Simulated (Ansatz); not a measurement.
# Al: the cost of one run

Computed with Ansatz 0.2.0 (DFT PBEsol, scalar-relativistic, plane waves, PAW, unless a step's input says otherwise).

**1. The starting structure**

The structure is hexagonal, space group P6_3/mmc (No. 194). Conventional cell: a = 2.812 Å, b = 2.812 Å, c = 4.867 Å, α = 90.00°, β = 90.00°, γ = 120.00°. Around Al (site symmetry -6m2) lie 12 Al at 2.81 to 2.93 Å.

Coordinates:

```
CELL_PARAMETERS angstrom
2.81246 0.00000 0.00000
-1.40623 2.43566 0.00000
0.00000 0.00000 4.86685
ATOMIC_POSITIONS crystal
Al 0.66667 0.33333 0.75000
Al 0.33333 0.66667 0.25000
```

It goes back to an entry of the Materials Project, which need not be the stable form.

The cell is taken as given, not relaxed at this level.

**2. Zero of energy**

Reference values: F = -1049.0233 eV; pressure -1.37 GPa; largest force 0.000 eV/Å; gap on the mesh none (metal). It was computed beforehand with the settings of the runs below.

**3. Setting up one atom moved over a plane**

Atom 1 (Al) is moved by p along (0.707, 0.707, 0.000) and q along (0.000, 0.000, 1.000) (Å), all else fixed; its images in the other cells move with it. Points alike by symmetry are run once.

**4. p = -0.300, q = -0.300**

input.yaml reads:

```yaml
crystal:
  lattice:
    - [2.8124553515, 0.0, 0.0]
    - [-1.4062276757, 2.4356577814, 0.0]
    - [0.0, 0.0, 4.86685]
  atoms:
    - { symbol: Al, position: [0.5476935703, 0.2462389821, 0.6883584865] }
    - { symbol: Al, position: [0.3333333333, 0.6666666667, 0.25] }
basis:
  ecutwfc: 420
kpoints:
  mp_grid: { grid: [18, 18, 10] }
hamiltonian:
  xc: pbesol
scf:
  occupations: { method: gaussian, width: 0.15 }
output:
  forces: true
  stress: true
  eigenvalues: true
```

Launch:

```console
> ansatz run input.yaml --threads 1 --pin off --max-ram 2560MiB --backend cpu --events-out ev --progress --plain --runs-dir out
```

**Question.** How long does this run take on 1 thread of Intel Xeon at 2.70GHz, shared host, and how much memory does it need?

About 18 s, with a peak of 0.72 GiB.
